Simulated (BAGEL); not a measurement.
**GeH4O3 (SMILES [OH][GeH]([OH])[OH]) at HF/3-21G (density fitting with qzvpp-jkfit)**

Aim: the electronic atomisation energy of GeH4O3 at HF/3-21G (density fitting with qzvpp-jkfit), from 4 runs. 

The calculation is run with BAGEL 1.2.2.

21 further runs of the same task are left out: 8 that didn't finish, 13 set aside as unsound or not needed.

### Step 1. The structure to begin with

GeH4O3 has 8 atoms, charge 0, and is taken as a singlet. SMILES: `[OH][GeH]([OH])[OH]`. The shape is that of a PBE0-D4/def2-TZVP optimisation. This is one conformer, not always the lowest.

Bond lengths: O1–Ge2 1.765 Å, Ge2–O3 1.772 Å, Ge2–O4 1.761 Å, O1–H5 0.961 Å, Ge2–H6 1.526 Å, O3–H7 0.960 Å, O4–H8 0.961 Å. Angles: O1–Ge2–O3 110.8°, O1–Ge2–O4 110.6°, O3–Ge2–O4 102.9°, O1–Ge2–H6 106.0°, O3–Ge2–H6 114.0°, O4–Ge2–H6 112.6°, Ge2–O1–H5 112.5°, Ge2–O3–H7 113.5°, Ge2–O4–H8 110.8°.

### Step 2. A single-point energy at HF/3-21G (density fitting with qzvpp-jkfit)

File input.json:

```json
{ "bagel": [

{
  "title": "molecule",
  "basis": "3-21g",
  "df_basis": "qzvpp-jkfit",
  "angstrom": true,
  "geometry": [
    { "atom": "O", "xyz": [   -0.509900,    1.381900,   -0.857300 ] },
    { "atom": "Ge", "xyz": [   -0.081800,    0.219700,    0.399600 ] },
    { "atom": "O", "xyz": [    1.454700,   -0.577700,    0.022700 ] },
    { "atom": "O", "xyz": [   -1.224400,   -1.120100,    0.418300 ] },
    { "atom": "H", "xyz": [   -0.822900,    0.956900,   -1.660100 ] },
    { "atom": "H", "xyz": [   -0.071800,    1.000900,    1.710800 ] },
    { "atom": "H", "xyz": [    2.134400,    0.027000,   -0.283400 ] },
    { "atom": "H", "xyz": [   -0.786000,   -1.945600,    0.193700 ] }
  ]
},
{
  "title": "hf"
},
{
  "title": "print",
  "file": "orbitals.molden",
  "orbitals": true
}

]}
```

Run with:

```
$ BAGEL_NUM_THREADS=1 BAGEL input.json > input.out
```

Log:

```text
* using 1 threads per process

  ===============================================================
  ===============================================================

  *** Geometry ***

  { "atom" : "O", "xyz" : [     -0.963571,      2.611413,     -1.620062 ] },
  { "atom" : "Ge", "xyz" : [     -0.154580,      0.415173,      0.755135 ] },
  { "atom" : "O", "xyz" : [      2.748985,     -1.091695,      0.042897 ] },
  { "atom" : "O", "xyz" : [     -2.313781,     -2.116682,      0.790472 ] },
  { "atom" : "H", "xyz" : [     -1.555056,      1.808279,     -3.137134 ] },
  { "atom" : "H", "xyz" : [     -0.135682,      1.891427,      3.232943 ] },
  { "atom" : "H", "xyz" : [      4.033431,      0.051023,     -0.535548 ] },
  { "atom" : "H", "xyz" : [     -1.485325,     -3.676651,      0.366040 ] },

  Number of auxiliary basis functions:      569

  Since a DF basis is specified, we compute 2- and 3-index integrals:
    o Being stored without compression. Storage requirement is 0.015 GB

  Number of basis functions:       57
  Number of electrons      :       60

    * METHOD: MOLECULE                             0.29

  *** RHF ***

  === Nuclear Repulsion ===
   325.8280090008

      * DIIS with orbital gradients will be used.

  === RHF iteration (3-21g) ===
      0      -2290.85321087          0.03329735           0.12
      1      -2291.03809588          0.01886777           0.11
      2      -2291.11388431          0.00111295           0.09
      3      -2291.11460812          0.00019566           0.08
      4      -2291.11463850          0.00006671           0.09
      5      -2291.11464041          0.00002204           0.07
      6      -2291.11464065          0.00000377           0.07
      7      -2291.11464066          0.00000081           0.08
      8      -2291.11464066          0.00000041           0.10
      9      -2291.11464066          0.00000011           0.10
     10      -2291.11464066          0.00000003           0.09
     11      -2291.11464066          0.00000001           0.08
     12      -2291.11464066          0.00000000           0.08
    * SCF iteration converged.

    * Permanent dipole moment:
           (   -0.673705,     0.113889,     0.431298) a.u.

    * METHOD: HF                                   1.43

    * METHOD: PRINT                                0.02

  ===============================================================
```

Run time: 3.6 s. Hardware: 1 thread of AMD EPYC 7R13 (Zen 3), shared host; peak memory 0.1 GiB.

### Step 3. The Ge atom, same level

File input.json:

```json
{ "bagel" : [

{
  "title" : "molecule",
  "basis" : "3-21g",
  "df_basis" : "qzvpp-jkfit",
  "angstrom" : true,
  "geometry" : [
    { "atom" : "Ge", "xyz" : [    0.000000,    0.000000,    0.000000 ] }
  ]
},
{
  "title" : "uhf",
  "nopen" : 2
},
{
  "title" : "print",
  "file" : "orbitals.molden",
  "orbitals" : true
}

]}
```

Run with:

```
$ BAGEL_NUM_THREADS=1 BAGEL input.json > input.out
```

Log:

```text
* using 1 threads per process

  ===============================================================
  ===============================================================

  *** Geometry ***

  { "atom" : "Ge", "xyz" : [      0.000000,      0.000000,      0.000000 ] },

  Number of auxiliary basis functions:      266

  Since a DF basis is specified, we compute 2- and 3-index integrals:
    o Being stored without compression. Storage requirement is 0.001 GB

  Number of basis functions:       22
  Number of electrons      :       32

    * METHOD: MOLECULE                             0.05

  *** Open-shell HF ***

  === Nuclear Repulsion ===
     0.0000000000

      * DIIS with orbital gradients will be used.

  === UHF iteration (3-21g) ===
      0      -2065.28167032          0.00584170           0.01
      1      -2065.28991002          0.00186806           0.01
      2      -2065.29065565          0.00067006           0.01
      3      -2065.29077976          0.00005000           0.01
      4      -2065.29078248          0.00000778           0.01
      5      -2065.29078269          0.00000187           0.01
      6      -2065.29078271          0.00000009           0.01
      7      -2065.29078271          0.00000000           0.01
    * SCF iteration converged.

    * S^2 (UHF) is 2.0003

    * Permanent dipole moment:
           (   -0.000000,     0.000000,    -0.000000) a.u.

    * METHOD: UHF                                  0.10

    * METHOD: PRINT                                0.00

  ===============================================================
```

Run time: 1.8 s. Hardware: 1 thread of AMD EPYC 7R13 (Zen 3), shared host; peak memory 0.08 GiB.

### Step 4. The H atom, same level

Changes to input.json since step 3:

```diff
@@ -8,3 +8,3 @@
   "geometry" : [
-    { "atom" : "Ge", "xyz" : [    0.000000,    0.000000,    0.000000 ] }
+    { "atom" : "H", "xyz" : [    0.000000,    0.000000,    0.000000 ] }
   ]
@@ -13,3 +13,3 @@
   "title" : "uhf",
-  "nopen" : 2
+  "nopen" : 1
 },
```

Run the same way, it converges to -0.49620 Eh (log not shown).

### Step 5. The O atom

File input.json:

```json
{ "bagel" : [

{
  "title" : "molecule",
  "basis" : "3-21g",
  "df_basis" : "qzvpp-jkfit",
  "angstrom" : "true",
  "geometry" : [
    { "atom" : "O", "xyz" : [       0.000000,       0.000000,       0.000000 ] }
  ]
},

{ "title" : "uhf", "nopen" : 2 },

{ "title" : "print", "file" : "orbitals.molden", "orbitals" : "true" }

]}
```

Run the same way, it converges to -74.39351 Eh (log not shown).

### Step 6. Outcome

At HF/3-21G (density fitting with qzvpp-jkfit):

| quantity | value |
| --- | --- |
| molecule: total energy | -2291.11464 Eh |
| molecule: dipole moment | 2.05 D |
| molecule: HOMO energy | -12.67 eV |
| molecule: LUMO energy | 4.93 eV |
| molecule: HOMO–LUMO gap | 17.61 eV |
| Ge atom: total energy | -2065.29078 Eh |
| Ge atom: dipole moment | 0.00 D |
| Ge atom: ⟨S²⟩ | 2.000 |
| H atom: total energy | -0.49620 Eh |
| H atom: dipole moment | 0.00 D |
| H atom: ⟨S²⟩ | 0.750 |
| O atom: total energy | -74.39351 Eh |
| O atom: dipole moment | 0.00 D |
| O atom: ⟨S²⟩ | 2.001 |
| electronic atomisation energy | 17.920 eV |

In words: Taking the molecule apart into free atoms costs 17.92 eV (413 kcal/mol), before zero-point energy and without spin-orbit coupling. Hartree–Fock lacks the correlation of the bonding pairs, which as a rule makes this value much too low; in minimal bases other errors can mask that. The basis has no polarisation functions, which makes bonds too weak.
